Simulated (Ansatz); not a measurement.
# TiH (quartet): the correlation ladder at distance Ti1–H2 = 3.912 Å, def2-TZVP

How much of the correlation energy of TiH (quartet) does each wave-function method recover here?

Computed with Ansatz 0.2.0, Gaussian basis. Level: def2-TZVP, core rule «outside noble gas», up to 9 orbitals frozen.

To be run: UHF; CCSD(T) on ROHF; CCSD(T) on UHF; CISD as a restricted active space (open shells left free, so some higher excitations enter); CCSDT(Q) on ROHF; CCSDT(Q) on UHF; CASSCF and MRCISD+Q, 5 electrons in 5 orbitals; CASSCF and NEVPT2, 5 electrons in 5 orbitals; Full CI.

47 further runs of the same task are left out: 33 for a known fault of the program, 12 that didn't finish, 2 set aside as unsound or not needed. Runs told in other sessions of the task aren't counted.

### Step 1. The system

The geometry derives from a PBE0/def2-TZVP stationary point (not a proven minimum). One bond is set to the value named and the two fragments are kept rigid.

2 atoms, charge 0, spin multiplicity 4.

Atoms are counted from 1 here; the program's logs count them from 0.

No contacts short enough for the rule that draws bonds.

In the tables R marks a restricted open-shell determinant and U an unrestricted one; 'pair' is the active space of 5 electrons in 5 orbitals; energies count from the table's Hartree-Fock row.

### Step 2. UHF

The input, in.yaml:

```yaml
crystal:
  periodic: [false, false, false]
  atoms:
    - {symbol: Ti, position_ang: [0.000000, 0.000000, 0.000000]}
    - {symbol: H, position_ang: [0.000000, 0.000000, 3.912000]}
basis:
  gaussian: {orbitals: def2-TZVP}
magnetization: {spin_polarized: true, initial_magnetization: 3}
hamiltonian: {xc: hf}
output: {orbitals: {seedname: orbitals}}
```

Run with:

```sh
ansatz run in.yaml --threads 1 --pin off --events-out ev --progress --plain --max-ram 2393MiB
```

Output (excerpt; [...] marks lines left out):

```text
Functional definition: HF
  name "HF"
  cite "Fock, Z. Phys. 61, 126 (1930) doi:10.1007/BF01340294"
  parent pbe
[...]
450 factors; integrals over basis functions are off by at most 7.5e-4 eV
[...]
mean field -23099.59307371 eV, -848.8943879924 hartree, gradient 7.3e-6 eV, S^2 3.776546; 15 other end points of the search recorded, 0 dependent functions left out
reference -23099.59307371 eV, -848.8943879924 hartree; 13, 10 occupied and 38, 41 virtual orbitals, 450 factors
Total energy: -23099.59307371 eV, -848.8943879924 hartree
```

It took 4.8 s on 1 thread of Arm Neoverse V2, shared host.

From the report: ⟨S²⟩ of the determinant 3.777 (pure quartet: 3.75).

### Step 3. CCSD(T) on ROHF

The input, in.yaml:

```yaml
crystal:
  periodic: [false, false, false]
  atoms:
    - {symbol: Ti, position_ang: [0.000000, 0.000000, 0.000000]}
    - {symbol: H, position_ang: [0.000000, 0.000000, 3.912000]}
basis:
  gaussian: {orbitals: def2-TZVP}
magnetization: {spin_polarized: false, initial_magnetization: 3}
correlation: {method: ccsd_t, electrons: outside_noble_gas}
output: {forces: true}
```

Launched as before.

Output (excerpt; [...] marks lines left out):

```text
Functional definition: HF
  name "HF"
  cite "Fock, Z. Phys. 61, 126 (1930) doi:10.1007/BF01340294"
  parent pbe
[...]
450 factors; integrals over basis functions are off by at most 7.5e-4 eV
[...]
mean field -23099.49226636 eV, -848.8906833906 hartree, gradient 3.2e-10 eV, S^2 3.750000; 34 other end points of the search recorded, 0 dependent functions left out
[...]
determinant -23099.49226636 eV, -848.8906833906 hartree, with singles and doubles -23100.82018160 eV, -848.9394833753 hartree
determinant -23099.49170712 eV, -848.8906628386 hartree, with singles and doubles -23100.81957185 eV, -848.9394609675 hartree
determinant -23099.48997255 eV, -848.8905990944 hartree, with singles and doubles -23100.81712100 eV, -848.9393709004 hartree
determinant -23099.19000884 eV, -848.8795756314 hartree, with singles and doubles -23100.69035497 eV, -848.9347123347 hartree
[...]
determinant -23099.18777261 eV, -848.8794934516 hartree, with singles and doubles -23100.73186013 eV, -848.9362376213 hartree
9 core orbitals not correlated: weight in the atoms' cores, before any rotation towards them, 1.000 or more for the frozen orbitals, at most 0.000 for the correlated occupied ones
reference -23099.49226636 eV, -848.8906833906 hartree; 4, 1 occupied and 38, 41 virtual orbitals, 450 factors
second order -0.95679852 eV of doubles, -0.01105430 eV of singles
cycle   1  -1.32542728 eV  change   -1.3e-6 eV  update   7.4e-6
[...]
cycle  54  -1.32543136 eV  change   8.6e-12 eV  update  5.6e-10
perturbative correction -0.03659803 eV, -0.0013449528 hartree
[...]
Total energy: -23100.85429575 eV, -848.9407370475 hartree
Atom 0 at     0.000000     0.000000     0.000000 Å, force    -0.000000    -0.000000     0.031393 eV/Å
Atom 1 at     0.000000     0.000000     3.912000 Å, force     0.000000     0.000000    -0.031393 eV/Å
Dipole moment:    -0.000000    -0.000000    -0.032600 e Å
```

It took 21 s on 1 thread of Arm Neoverse V2, shared host.

From the report: correlation -1.3620 eV; T1 0.027; largest double amplitude 0.13.

### Step 4. CCSD(T) on UHF

in.yaml: that of step 3 with these lines changed.

```diff
@@ -7,3 +7,3 @@
   gaussian: {orbitals: def2-TZVP}
-magnetization: {spin_polarized: false, initial_magnetization: 3}
+magnetization: {spin_polarized: true, initial_magnetization: 3}
 correlation: {method: ccsd_t, electrons: outside_noble_gas}
```

Same command.

Output (excerpt; [...] marks lines left out):

```text
Functional definition: HF
  name "HF"
  cite "Fock, Z. Phys. 61, 126 (1930) doi:10.1007/BF01340294"
  parent pbe
[...]
450 factors; integrals over basis functions are off by at most 7.5e-4 eV
[...]
mean field -23099.59307372 eV, -848.8943879925 hartree, gradient 2.4e-10 eV, S^2 3.776547; 50 other end points of the search recorded, 0 dependent functions left out
determinant -23099.59307372 eV, -848.8943879925 hartree, with singles and doubles -23100.88915133 eV, -848.9420179664 hartree
determinant -23099.59249121 eV, -848.8943665857 hartree, with singles and doubles -23100.88840007 eV, -848.9419903580 hartree
determinant -23099.59065507 eV, -848.8942991090 hartree, with singles and doubles -23100.88591971 eV, -848.9418992065 hartree
determinant -23099.29195446 eV, -848.8833220640 hartree, with singles and doubles -23100.73039186 eV, -848.9361836633 hartree
[...]
determinant -23099.28525703 eV, -848.8830759381 hartree, with singles and doubles -23100.77889597 eV, -848.9379661564 hartree
9 core orbitals not correlated: weight in the atoms' cores, before any rotation towards them, 1.000 or more for the frozen orbitals, at most 0.000 for the correlated occupied ones
reference -23099.59307372 eV, -848.8943879925 hartree; 4, 1 occupied and 38, 41 virtual orbitals, 450 factors
second order -0.92964100 eV of doubles, -0.00000000 eV of singles
cycle   1  -1.29372082 eV  change    3.5e-7 eV  update   8.3e-6
[...]
cycle  15  -1.29372089 eV  change  -6.3e-11 eV  update  3.6e-10
perturbative correction -0.03530532 eV, -0.0012974466 hartree
[...]
Total energy: -23100.92209993 eV, -848.9432288049 hartree
Atom 0 at     0.000000     0.000000     0.000000 Å, force    -0.000000    -0.000000     0.031595 eV/Å
Atom 1 at     0.000000     0.000000     3.912000 Å, force     0.000000    -0.000000    -0.031595 eV/Å
Dipole moment:     0.000000     0.000000    -0.032800 e Å
```

It took 31 s on 1 thread of Arm Neoverse V2, shared host.

From the report: ⟨S²⟩ of the determinant 3.777 (pure quartet: 3.75); correlation -1.3290 eV; T1 0.027; largest double amplitude 0.09.

### Step 5. CISD as a restricted active space (open shells left free, so some higher excitations enter)

The input, in.yaml:

```yaml
crystal:
  periodic: [false, false, false]
  atoms:
    - {symbol: Ti, position_ang: [0.000000, 0.000000, 0.000000]}
    - {symbol: H, position_ang: [0.000000, 0.000000, 3.912000]}
basis:
  gaussian: {orbitals: def2-TZVP}
magnetization: {spin_polarized: false, initial_magnetization: 3}
correlation: {active_space: {ras: {orbitals: [1, 3, 38], electrons: 5, max_holes: 2, max_particles: 2}, fixed_orbitals: true}}
```

The command is unchanged.

Output (excerpt; [...] marks lines left out):

```text
Functional definition: HF
  name "HF"
  cite "Fock, Z. Phys. 61, 126 (1930) doi:10.1007/BF01340294"
  parent pbe
[...]
450 factors; integrals over basis functions are off by at most 7.5e-4 eV
[...]
mean field -23099.49226636 eV, -848.8906833906 hartree, gradient 3.2e-10 eV, S^2 3.750000; 21 other end points of the search recorded, 0 dependent functions left out
reference -23099.49226636 eV, -848.8906833906 hartree; 13, 10 occupied and 38, 41 virtual orbitals, 450 factors
state -23100.80576644 eV, -848.9389536282 hartree
Total energy: -23100.80576644 eV, -848.9389536282 hartree
```

It took 6.5 s on 1 thread of Arm Neoverse V2, shared host.

From the report: 11,824 determinants.

### Step 6. CCSDT(Q) on ROHF

in.yaml: that of step 5 with these lines changed.

```diff
@@ -8,2 +8,2 @@
 magnetization: {spin_polarized: false, initial_magnetization: 3}
-correlation: {active_space: {ras: {orbitals: [1, 3, 38], electrons: 5, max_holes: 2, max_particles: 2}, fixed_orbitals: true}}
+correlation: {method: ccsdt_q, electrons: outside_noble_gas}
```

The command is unchanged.

Output (excerpt; [...] marks lines left out):

```text
Functional definition: HF
  name "HF"
  cite "Fock, Z. Phys. 61, 126 (1930) doi:10.1007/BF01340294"
  parent pbe
[...]
737 factors; integrals over basis functions are off by at most 1.2e-7 eV
[...]
mean field -23099.49227364 eV, -848.8906836581 hartree, gradient 1.3e-10 eV, S^2 3.750000; 36 other end points of the search recorded, 0 dependent functions left out
[...]
determinant -23099.49227364 eV, -848.8906836581 hartree, with singles and doubles -23100.82020129 eV, -848.9394840991 hartree
determinant -23099.49171420 eV, -848.8906630990 hartree, with singles and doubles -23100.81957239 eV, -848.9394609875 hartree
determinant -23099.48998569 eV, -848.8905995773 hartree, with singles and doubles -23100.81713611 eV, -848.9393714560 hartree
determinant -23099.19001788 eV, -848.8795759639 hartree, with singles and doubles -23100.69036964 eV, -848.9347128740 hartree
[...]
determinant -23099.48998569 eV, -848.8905995773 hartree, with singles and doubles -23100.81439791 eV, -848.9392708290 hartree
determinant -23099.19001788 eV, -848.8795759639 hartree, with singles and doubles -23100.73195668 eV, -848.9362411696 hartree
determinant -23099.18916272 eV, -848.8795445371 hartree, with singles and doubles -23100.73535270 eV, -848.9363659710 hartree
9 core orbitals not correlated: weight in the atoms' cores, before any rotation towards them, 1.000 or more for the frozen orbitals, at most 0.000 for the correlated occupied ones
reference -23099.49227364 eV, -848.8906836581 hartree; 4, 1 occupied and 38, 41 virtual orbitals, 737 factors
second order -0.95681235 eV of doubles, -0.01105432 eV of singles
cycle   1  -1.18242900 eV  change   -2.1e-1 eV  update   6.5e-2
[...]
cycle  43  -1.37970797 eV  change    3.0e-7 eV  update   6.1e-7
perturbative correction -0.00087506 eV, -0.0000321578 hartree
Total energy: -23100.87285667 eV, -848.9414191486 hartree
```

It took 32 s on 1 thread of Arm Neoverse V2, shared host.

From the report: correlation -1.3806 eV; T1 0.028; largest double amplitude 0.14.

### Step 7. CCSDT(Q) on UHF

in.yaml: that of step 6 with these lines changed.

```diff
@@ -7,3 +7,3 @@
   gaussian: {orbitals: def2-TZVP}
-magnetization: {spin_polarized: false, initial_magnetization: 3}
+magnetization: {spin_polarized: true, initial_magnetization: 3}
 correlation: {method: ccsdt_q, electrons: outside_noble_gas}
```

The command is unchanged.

Output (excerpt; [...] marks lines left out):

```text
Functional definition: HF
  name "HF"
  cite "Fock, Z. Phys. 61, 126 (1930) doi:10.1007/BF01340294"
  parent pbe
[...]
737 factors; integrals over basis functions are off by at most 1.2e-7 eV
[...]
mean field -23099.59308038 eV, -848.8943882374 hartree, gradient 2.9e-10 eV, S^2 3.776545; 43 other end points of the search recorded, 0 dependent functions left out
determinant -23099.59308038 eV, -848.8943882374 hartree, with singles and doubles -23100.88898188 eV, -848.9420117391 hartree
determinant -23099.59249770 eV, -848.8943668243 hartree, with singles and doubles -23100.88811317 eV, -848.9419798145 hartree
determinant -23099.59066117 eV, -848.8942993329 hartree, with singles and doubles -23100.88574552 eV, -848.9418928050 hartree
determinant -23099.29196091 eV, -848.8833223010 hartree, with singles and doubles -23100.73001143 eV, -848.9361696828 hartree
[...]
determinant -23099.59066117 eV, -848.8942993329 hartree, with singles and doubles -23100.88350630 eV, -848.9418105153 hartree
determinant -23099.29196091 eV, -848.8833223010 hartree, with singles and doubles -23100.78228677 eV, -848.9380907662 hartree
determinant -23099.28532878 eV, -848.8830785748 hartree, with singles and doubles -23100.77945036 eV, -848.9379865301 hartree
9 core orbitals not correlated: weight in the atoms' cores, before any rotation towards them, 1.000 or more for the frozen orbitals, at most 0.000 for the correlated occupied ones
reference -23099.59308038 eV, -848.8943882374 hartree; 4, 1 occupied and 38, 41 virtual orbitals, 737 factors
second order -0.92965472 eV of doubles, -0.00000000 eV of singles
cycle   1  -1.14073774 eV  change   -2.1e-1 eV  update   6.6e-2
[...]
cycle  39  -1.34616188 eV  change   -1.7e-8 eV  update   5.1e-7
perturbative correction -0.00082772 eV, -0.0000304182 hartree
Total energy: -23100.94006998 eV, -848.9438891922 hartree
```

Wall time 45 s (1 thread of Arm Neoverse V2, shared host).

From the report: ⟨S²⟩ of the determinant 3.777 (pure quartet: 3.75); correlation -1.3470 eV; T1 0.028; largest double amplitude 0.09.

### Step 8. CASSCF and MRCISD+Q, 5 electrons in 5 orbitals

The input, in.yaml:

```yaml
crystal:
  periodic: [false, false, false]
  atoms:
    - {symbol: Ti, position_ang: [0.000000, 0.000000, 0.000000]}
    - {symbol: H, position_ang: [0.000000, 0.000000, 3.912000]}
basis:
  gaussian: {orbitals: def2-TZVP}
magnetization: {spin_polarized: false, initial_magnetization: 3}
correlation: {method: fic_mrcisd_q, electrons: outside_noble_gas, active_space: {window: {electrons: 5, orbitals: 5}}}
```

The command is unchanged.

Output (excerpt; [...] marks lines left out):

```text
Functional definition: HF
  name "HF"
  cite "Fock, Z. Phys. 61, 126 (1930) doi:10.1007/BF01340294"
  parent pbe
[...]
450 factors; integrals over basis functions are off by at most 7.5e-4 eV
[...]
mean field -23099.49226636 eV, -848.8906833906 hartree, gradient 2.5e-6 eV, S^2 3.750000; 21 other end points of the search recorded, 0 dependent functions left out
reference -23099.49170712 eV, -848.8906628386 hartree; 13, 10 occupied and 38, 41 virtual orbitals, 450 factors
state -23099.82135093 eV, -848.9027770255 hartree
contracted CI cycle   1: correlation 0.00000000 eV, 0.0000000000 hartree, residual 6.11e0 eV
contracted CI cycle   2: correlation -0.87980458 eV, -0.0323322219 hartree, residual 1.58e0 eV
contracted CI cycle   3: correlation -0.96395272 eV, -0.0354246092 hartree, residual 7.77e-1 eV
contracted CI cycle   4: correlation -0.97955776 eV, -0.0359980836 hartree, residual 3.05e-1 eV
contracted CI cycle   5: correlation -0.98238671 eV, -0.0361020456 hartree, residual 1.62e-1 eV
contracted CI cycle   6: correlation -0.98328375 eV, -0.0361350115 hartree, residual 1.07e-1 eV
contracted CI cycle   7: correlation -0.98369155 eV, -0.0361499977 hartree, residual 6.98e-2 eV
contracted CI cycle   8: correlation -0.98380770 eV, -0.0361542662 hartree, residual 3.25e-2 eV
contracted CI cycle   9: correlation -0.98383402 eV, -0.0361552334 hartree, residual 1.62e-2 eV
contracted CI cycle  10: correlation -0.98384214 eV, -0.0361555317 hartree, residual 7.87e-3 eV
contracted CI cycle  11: correlation -0.98384372 eV, -0.0361555900 hartree, residual 3.54e-3 eV
contracted CI cycle  12: correlation -0.98384404 eV, -0.0361556014 hartree, residual 1.56e-3 eV
contracted CI cycle  13: correlation -0.98384409 eV, -0.0361556035 hartree, residual 6.79e-4 eV
state -23099.82135093 eV, -848.9027770255 hartree; corrected -23100.86143490 eV, -848.9409994064 hartree
Total energy: -23100.86143490 eV, -848.9409994064 hartree
```

It took 16 s on 1 thread of Arm Neoverse V2, shared host.

From the report: 25 determinants; active occupations 1.92, 1.00, 1.00, 1.00, 0.08.

### Step 9. CASSCF and NEVPT2, 5 electrons in 5 orbitals

in.yaml: that of step 8 with these lines changed.

```diff
@@ -8,2 +8,2 @@
 magnetization: {spin_polarized: false, initial_magnetization: 3}
-correlation: {method: fic_mrcisd_q, electrons: outside_noble_gas, active_space: {window: {electrons: 5, orbitals: 5}}}
+correlation: {method: sc_nevpt2, electrons: outside_noble_gas, active_space: {window: {electrons: 5, orbitals: 5}}}
```

Launched as before.

Output (excerpt; [...] marks lines left out):

```text
Functional definition: HF
  name "HF"
  cite "Fock, Z. Phys. 61, 126 (1930) doi:10.1007/BF01340294"
  parent pbe
[...]
450 factors; integrals over basis functions are off by at most 7.5e-4 eV
[...]
mean field -23099.49226636 eV, -848.8906833906 hartree, gradient 2.5e-6 eV, S^2 3.750000; 21 other end points of the search recorded, 0 dependent functions left out
reference -23099.49170712 eV, -848.8906628386 hartree; 13, 10 occupied and 38, 41 virtual orbitals, 450 factors
state -23099.82135093 eV, -848.9027770255 hartree
state -23099.82135093 eV, -848.9027770255 hartree; corrected -23100.40503750 eV, -848.9242271112 hartree
Total energy: -23100.40503750 eV, -848.9242271112 hartree
```

Run time: 17 s. Hardware: 1 thread of Arm Neoverse V2, shared host.

From the report: 25 determinants; active occupations 1.92, 1.00, 1.00, 1.00, 0.08.

### Step 10. Full CI

in.yaml: that of step 9 with these lines changed.

```diff
@@ -8,2 +8,2 @@
 magnetization: {spin_polarized: false, initial_magnetization: 3}
-correlation: {method: sc_nevpt2, electrons: outside_noble_gas, active_space: {window: {electrons: 5, orbitals: 5}}}
+correlation: {method: fci, electrons: outside_noble_gas}
```

The command is unchanged.

Output (excerpt; [...] marks lines left out):

```text
Functional definition: HF
  name "HF"
  cite "Fock, Z. Phys. 61, 126 (1930) doi:10.1007/BF01340294"
  parent pbe
[...]
737 factors; integrals over basis functions are off by at most 1.2e-7 eV
[...]
mean field -23099.49227364 eV, -848.8906836581 hartree, gradient 1.3e-10 eV, S^2 3.750000; 21 other end points of the search recorded, 0 dependent functions left out
[...]
determinant -23099.49171420 eV, -848.8906630990 hartree, with singles and doubles -23100.80799937 eV, -848.9390356866 hartree
determinant -23099.48997917 eV, -848.8905993378 hartree, with singles and doubles -23100.80549821 eV, -848.9389437710 hartree
determinant -23099.19001788 eV, -848.8795759639 hartree, with singles and doubles -23100.67832362 eV, -848.9342701907 hartree
determinant -23099.49171420 eV, -848.8906630990 hartree, with singles and doubles -23100.81685678 eV, -848.9393611908 hartree
determinant -23099.48997917 eV, -848.8905993378 hartree, with singles and doubles -23100.81434318 eV, -848.9392688173 hartree
determinant -23099.19001788 eV, -848.8795759639 hartree, with singles and doubles -23100.73193614 eV, -848.9362404147 hartree
9 core orbitals not correlated: weight in the atoms' cores, before any rotation towards them, 1.000 or more for the frozen orbitals, at most 0.000 for the correlated occupied ones
reference -23099.49171420 eV, -848.8906630990 hartree; 4, 1 occupied and 38, 41 virtual orbitals, 737 factors
state -23100.87228803 eV, -848.9413982515 hartree
Total energy: -23100.87228803 eV, -848.9413982515 hartree
```

Wall time 6.3 min (1 thread of Arm Neoverse V2, shared host); peak memory 0.39 GiB.

From the report: 1,175,418 determinants, symmetry B1.

### Step 11. How many determinants matter

Natural occupations of the FCI state about the gap (report; correlated orbitals 1 to 10): 1.858, 0.999, 0.987, 0.987, 0.045, 0.042, 0.042, 0.007, 0.006, 0.006. The count of effectively unpaired electrons, Σ n²(2 − n)², is 3.09; a single determinant of this spin has 3.

### Step 12. Misses and costs

The yardstick is full CI for this spin, exact in this basis with these frozen cores. Rows without a time are mean-field rows or come out of runs for another level: lower rungs of the coupled-cluster runs, CASSCF and MRCISD of the multireference runs, or the Hartree-Fock search. The times of RCCSD(T), UCCSD(T) include forces.

Differences are taken before rounding.

```tsv
method	energy from the lowest ROHF (kcal/mol)	from FCI (kcal/mol)	time
ROHF	0.00	+31.82	
UHF	-2.32	+29.50	
RMP2	-22.32	+9.50	
UMP2	-23.76	+8.06	
CISD	-30.29	+1.53	6.5 s
RCCSD	-30.57	+1.26	
UCCSD	-32.16	-0.33	
RCCSD(T)	-31.41	+0.41	21 s
UCCSD(T)	-32.97	-1.15	31 s
RCCSDT	-31.82	+0.01	
UCCSDT	-33.37	-1.54	
RCCSDT(Q)	-31.84	-0.01	32 s
UCCSDT(Q)	-33.39	-1.56	45 s
CASSCF pair	-7.59	+24.24	
NEVPT2 pair	-21.05	+10.78	17 s
MRCISD pair	-30.28	+1.55	
MRCISD+Q pair	-31.57	+0.25	16 s
FCI	-31.82	0	6.3 min
```

Among the levels timed on like hardware and quicker than the yardstick, those that no quicker one beats, quickest first: CISD (6.5 s, +1.53 kcal/mol); MRCISD+Q pair (16 s, +0.25 kcal/mol); RCCSDT(Q) (32 s, -0.01 kcal/mol).

### Step 13. Summary of results

| quantity | value |
| --- | --- |
| FCI from the ROHF energy | -1.3800 eV |
| RMP2 from FCI | +9.50 kcal/mol |
| UMP2 from FCI | +8.06 kcal/mol |
| RCCSD from FCI | +1.26 kcal/mol |
| RCCSD(T) from FCI | +0.41 kcal/mol |
| UCCSD(T) from FCI | -1.15 kcal/mol |
| RCCSDT(Q) from FCI | -0.01 kcal/mol |
| UCCSDT(Q) from FCI | -1.56 kcal/mol |
| NEVPT2 pair from FCI | +10.78 kcal/mol |
| MRCISD+Q pair from FCI | +0.25 kcal/mol |
| levels within 1 kcal/mol (43 meV) | UCCSD, RCCSD(T), RCCSDT, RCCSDT(Q), MRCISD+Q pair |
| T1 diagnostic | 0.027 |
| effectively unpaired electrons | 3.09 |

In words: RCCSD(T) lands +0.41 kcal/mol from the yardstick (1.3 % of the correlation energy). CCSD(T) misses by +0.41 kcal/mol on the restricted determinant and by -1.15 kcal/mol on the unrestricted one; the two need not hold the same state or core. UCCSD, UCCSD(T), UCCSDT, UCCSDT(Q) fall below full CI: unrestricted runs freeze a spin-polarised core, another one than full CI's, and coupled cluster isn't variational. One determinant dominates. Of the multireference levels listed MRCISD+Q pair comes nearest in total energy (+0.25 kcal/mol), which doesn't show that its space is the better one. These misses are within one basis, not against nature; the frozen cores of restricted and unrestricted runs differ, which can shift their rows.

Levels on UHF freeze UHF's core orbitals, full CI those of ROHF, so the U rows can settle a little off it for that reason alone.

With open shells the CI space here admits some higher excitations, so it is larger than plain CISD.

RCCSDT(Q) reaches 0.01 kcal/mol from the reference in 32 s, where FCI took 6.3 min; the quickest level in the cost chart, CISD, takes 6.5 s and misses by 1.53 kcal/mol.
